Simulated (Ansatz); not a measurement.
# HC16: the cost of one run

Method: DFT PBE, plane waves, PAW, scalar-relativistic, collinear spin, in Ansatz 0.2.0.

## 1. The starting structure

The cell holds 17 atoms (C16H): a = 5.049 Å, b = 5.049 Å, c = 5.049 Å, α = 60.00°, β = 60.00°, γ = 60.00°.

The coordinates stand in the first input below.

## 2. Relaxing end A

input.yaml reads:

```yaml
crystal:
  lattice:
    - [0.0, 3.57, 3.57]
    - [3.57, 0.0, 3.57]
    - [3.57, 3.57, 0.0]
  atoms:
    - { symbol: C, position: [0.0, 0.0, 0.0] }
    - { symbol: C, position: [0.125, 0.125, 0.125] }
    - { symbol: C, position: [0.0, 0.0, 0.5] }
    - { symbol: C, position: [0.125, 0.125, 0.625] }
    - { symbol: C, position: [0.0, 0.5, 0.0] }
    - { symbol: C, position: [0.125, 0.625, 0.125] }
    - { symbol: C, position: [0.0, 0.5, 0.5] }
    - { symbol: C, position: [0.125, 0.625, 0.625] }
    - { symbol: C, position: [0.5, 0.0, 0.0] }
    - { symbol: C, position: [0.625, 0.125, 0.125] }
    - { symbol: C, position: [0.5, 0.0, 0.5] }
    - { symbol: C, position: [0.625, 0.125, 0.625] }
    - { symbol: C, position: [0.5, 0.5, 0.0] }
    - { symbol: C, position: [0.625, 0.625, 0.125] }
    - { symbol: C, position: [0.5, 0.5, 0.5] }
    - { symbol: C, position: [0.625, 0.625, 0.625] }
    - { symbol: H, position: [0.36709, 0.3846782, 0.8709551], spin: 1.0 }
magnetization:
  spin_polarized: true
basis:
  ecutwfc: 420.0
kpoints:
  mp_grid: { grid: [3, 3, 3] }
hamiltonian:
  xc: pbe
scf:
  occupations: { method: gaussian, width: 0.05 }
  lower_state_search: "off"
relax:
  f_tol: 0.03
  max_steps: 60
  adjacent_minimum: "off"
output:
  write_density: true
  write_potential: true
  elf: true
  volumetric_format: npy
```

The run is started by

```console
$ ansatz run input.yaml --threads 2 --pin off --max-ram 5120MiB --backend cpu --events-out ev --progress --plain --runs-dir out
```

Q: Estimate wall time and peak memory on 2 threads of AMD EPYC 7B13 (Zen 3), shared host.

About 28 s, with a peak of 0.47 GiB.
